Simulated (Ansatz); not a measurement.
Geometry optimisation, Ansatz 0.2.0, DFT r2SCAN, scalar-relativistic, plane waves, PAW.

input.yaml

```yaml
crystal:
  lattice:
    - [0.0, 5.43, 5.43]
    - [5.43, 0.0, 5.43]
    - [5.43, 5.43, 0.0]
  atoms:
    - { symbol: Si, position: [0.0, 0.0, 0.0] }
    - { symbol: Si, position: [0.125, 0.125, 0.125] }
    - { symbol: Si, position: [0.0, 0.0, 0.5] }
    - { symbol: Si, position: [0.125, 0.125, 0.625] }
    - { symbol: Si, position: [0.0, 0.5, 0.0] }
    - { symbol: Si, position: [0.125, 0.625, 0.125] }
    - { symbol: Si, position: [0.0, 0.5, 0.5] }
    - { symbol: Si, position: [0.125, 0.625, 0.625] }
    - { symbol: Si, position: [0.5, 0.0, 0.0] }
    - { symbol: Si, position: [0.625, 0.125, 0.125] }
    - { symbol: Si, position: [0.5, 0.0, 0.5] }
    - { symbol: Si, position: [0.625, 0.125, 0.625] }
    - { symbol: Si, position: [0.5, 0.5, 0.0] }
    - { symbol: Si, position: [0.625, 0.625, 0.125] }
    - { symbol: Si, position: [0.5, 0.5, 0.5] }
    - { symbol: Si, position: [0.625, 0.625, 0.625] }
    - { symbol: Ga, position: [0.57168616, 0.3142607, 0.30901055], spin: 1.0 }
magnetization:
  spin_polarized: true
basis:
  ecutwfc: 500.0
kpoints:
  mp_grid: { grid: [2, 2, 2] }
hamiltonian:
  xc: r2scan
  pseudopotentials: { kind: paw, azcp: { folder: soft_1 } }
scf:
  occupations: { method: gaussian, width: 0.02 }
  lower_state_search: "off"
relax:
  f_tol: 0.03
  max_steps: 60
  adjacent_minimum: "off"
output:
  write_density: true
  write_potential: true
  elf: true
  volumetric_format: npy
```

Launched with:

```bash
$ ansatz run input.yaml --threads 4 --pin off --max-ram 10240MiB --backend cpu --events-out ev --progress --plain --runs-dir out
```

Where does it end, and by what steps?

The forces met the threshold. The force dipped under the threshold on the way, but the program's further checks kept it going. Limits of this set-up: coarse k mesh, a small cell, in which the defect meets its images, a typed lattice constant that wasn't relaxed here. After 9 steps the energy has fallen by 1.856 eV; Ga17 moved furthest, 1.03 Å. Joined: Si1–Ga17 (3.50 → 2.76 Å), Si2–Ga17 (3.47 → 2.43 Å), Si3–Ga17 (3.48 → 2.76 Å), Si5–Ga17 (3.46 → 2.76 Å).

| step | energy less start (eV) | largest force component (eV/Å) | accepted |
| --- | --- | --- | --- |
| 0 | 0.0000 | 2.803 | yes |
| 1 | -0.8609 | 1.031 | yes |
| 2 | -1.1446 | 0.430 | yes |
| 3 | -1.3364 | 0.583 | yes |
| 4 | -1.5472 | 0.400 | yes |
| 5 | -1.6841 | 0.283 | yes |
| 6 | -1.8268 | 0.152 | yes |
| 7 | -1.8410 | 0.241 | yes |
| 8 | -1.8561 | 0.019 | yes |
| 9 | -1.8561 | 0.019 | yes |

```xyz
17
Lattice="0.0000 5.4300 5.4300 5.4300 0.0000 5.4300 5.4300 5.4300 0.0000" Properties=species:S:1:pos:R:3
Si 0.009 -0.040 -0.039
Si 1.360 1.356 1.357
Si 2.757 2.707 -0.038
Si 4.122 4.024 1.339
Si 2.757 -0.040 2.709
Si 4.122 1.337 4.026
Si 5.465 2.681 2.683
Si 6.810 4.025 4.026
Si 0.049 2.667 2.668
Si 1.344 3.986 3.987
Si 2.750 5.396 2.653
Si 4.160 6.802 3.987
Si 2.750 2.652 5.398
Si 4.160 3.986 6.804
Si 5.495 5.396 5.398
Si 6.810 6.767 6.769
Ga 2.764 5.382 5.383
```

Whether the end is a true minimum wasn't checked by a vibrational analysis.

Run time: 6.8 min on 4 threads of Arm Neoverse V1 (shared host), peak memory 1.9 GiB.
